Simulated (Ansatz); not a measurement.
**Hg: the order of phases at one pressure**

Aim: bring Hg in several structures (bcc, hcp, beta tin, simple hexagonal, omega) to one pressure and rank them by enthalpy. The pressure is set by scaling the first phase. The runs shown use LAPW. Companion runs by PAW are cited.

Computed with Ansatz 0.2.0 (DFT, PBEsol, all-electron LAPW, scalar-relativistic, unless a step's input says otherwise).

**1. The system as given**

Symmetry: Im-3m, No. 229, cubic system. Conventional cell: a = 2.894 Å, b = 2.894 Å, c = 2.894 Å, α = 90.00°, β = 90.00°, γ = 90.00°. Hg (site symmetry m-3m) is surrounded by 8 Hg at 2.51 Å.

Structure file:

```cif
data_structure
_symmetry_space_group_name_H-M 'P 1'
_symmetry_Int_Tables_number 1
_cell_length_a 2.5060
_cell_length_b 2.5060
_cell_length_c 2.5060
_cell_angle_alpha 109.471
_cell_angle_beta 109.471
_cell_angle_gamma 109.471
_cell_volume 12.11
loop_
_atom_site_label
_atom_site_type_symbol
_atom_site_fract_x
_atom_site_fract_y
_atom_site_fract_z
_atom_site_occupancy
Hg1 Hg 0.00000 0.00000 0.00000 1
```

**2. Bcc relaxed under pressure, LAPW**

File input.yaml:

```yaml
crystal:
  lattice:
    - [-1.4468257003, 1.4468257003, 1.4468257003]
    - [1.4468257003, -1.4468257003, 1.4468257003]
    - [1.4468257003, 1.4468257003, -1.4468257003]
  atoms:
    - { symbol: Hg, position: [0.0, 0.0, 0.0] }
kpoints:
  mp_grid: { grid: [19, 19, 19] }
scf:
  occupations: { method: fermi_dirac, width: 0.05 }
hamiltonian:
  xc: pbesol
  pseudopotentials: { kind: all_electron, lapw: { basis_error: 0.0005 } }
output:
  forces: true
  stress: true
  eigenvalues: true
relax:
  f_tol: 0.005
  max_steps: 12
  cell: { p_target: 230.0, stress_tol: 0.115 }
```

Command:

```bash
$ ansatz run input.yaml --threads 1 --pin off --max-ram 3584MiB --backend cpu --events-out ev --progress --plain --runs-dir out
```

The runs that follow: Hcp relaxed under pressure, LAPW; Beta tin relaxed under pressure, LAPW; Simple hexagonal relaxed under pressure, LAPW; Omega relaxed under pressure, LAPW.

Q: Predict the outcome of this session. Wanted: pressure; lowest (for each run or level that gives them).

**Answer**, as computed:

```
     quantity                          value
     pressure                        230 GPa
lowest (LAPW)  hcp, 191.8 meV/atom under bcc
 lowest (PAW)  hcp, 190.9 meV/atom under bcc
```

What this shows: By LAPW the order is hcp < bcc < omega < simple hexagonal < beta tin. By PAW the order is hcp < bcc < omega < simple hexagonal < beta tin. The methods agree on the lowest phase. Only these structures were tried, with electrons smeared by 0.05 eV and without vibrations, so the true ground state may be another. The k meshes differ between phases and weren't tested, which can move differences by some meV. Spin-orbit coupling is left out, though the cell holds Hg; in elements this heavy it can shift bands and gaps by tenths of an eV.
